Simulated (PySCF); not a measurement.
# Ga₃⁺: relaxation and vibrations of the triplet

Aim: relax Ga₃⁺ as a triplet from a equilateral triangle start, check by its vibrations whether the end is a minimum, and collect its spectrum and constants.

Computed with PySCF 2.14.0. Level: PBE0, basis Ga def2-TZVP, no relativity, density fitting.

## 1. Where the work starts

3 atoms, charge 1, spin multiplicity 3.

Bond lengths: Ga1–Ga2 2.480 Å, Ga1–Ga3 2.480 Å, Ga2–Ga3 2.480 Å. Angles: Ga2–Ga1–Ga3 60.0°, Ga1–Ga2–Ga3 60.0°, Ga1–Ga3–Ga2 60.0°.

```xyz
3
charge 1 multiplicity 3
Ga    0.7159   -1.2400    0.0000
Ga   -1.4318    0.0000    0.0000
Ga    0.7159    1.2400    0.0000
```

## 2. The SCF at the typed geometry

One driver script runs all steps and calls PySCF; scf.py shows how it sets up the SCF of each step. The optimiser is the driver's own. After this first run the driver tries any further starts and a stability analysis.

Input file scf.py:

```python
from pyscf import gto, scf, dft
mol = gto.M(atom='''
Ga     0.715900    -1.239980     0.000000
Ga    -1.431820    -0.000010     0.000000
Ga     0.715920     1.239990     0.000000''',
    basis={'Ga': 'def2-TZVP'},
    charge=1, spin=2)
mf = dft.UKS(mol, xc='PBE0')
mf.grids.atom_grid = (50, 194)
aux = {'Ga': 'def2-universal-JKFIT'}
mf = mf.density_fit(auxbasis=aux)
mf.conv_tol = 1e-08
mf.diis_space = 10
mf.max_cycle = 60
mf.init_guess = 'minao'
mf.verbose = 4
mf.kernel()
```

Launch:

```
> OMP_NUM_THREADS=4 python axn.py task.json out
```

Further steps of the session: Equilateral triangle start, triplet: relaxation; Is it a minimum? Harmonic modes.

What does the calculation give? Wanted: minimum; geometry; wavenumbers; dipole moment; highest occupied, lowest empty level; polar-tensor charge of Ga1; zero-point energy; ⟨S²⟩.

The runs gave:

| quantity | value |
| --- | --- |
| minimum | triplet, D3h |
| geometry | Ga–Ga 2.756 Å (×3); Ga–Ga–Ga 60.0° (×3) |
| wavenumbers (cm⁻¹) | 64 (e'), 140 (a1') |
| dipole moment (centre of mass) | 0.00 D |
| highest occupied, lowest empty level (either spin) | -9.97, -7.87 eV |
| polar-tensor charge of Ga1 | +0.33 e |
| zero-point energy | 1.6 kJ/mol |
| entropy at 298.15 K | 338.3 J/(mol K) |
| ⟨S²⟩ | 2.013 |

What this shows: The molecule stays D3h, as typed, and the end point is a minimum. The strongest infrared band lies at 64 cm⁻¹ (e'). Other starts or spin states, not run here, may lie lower.
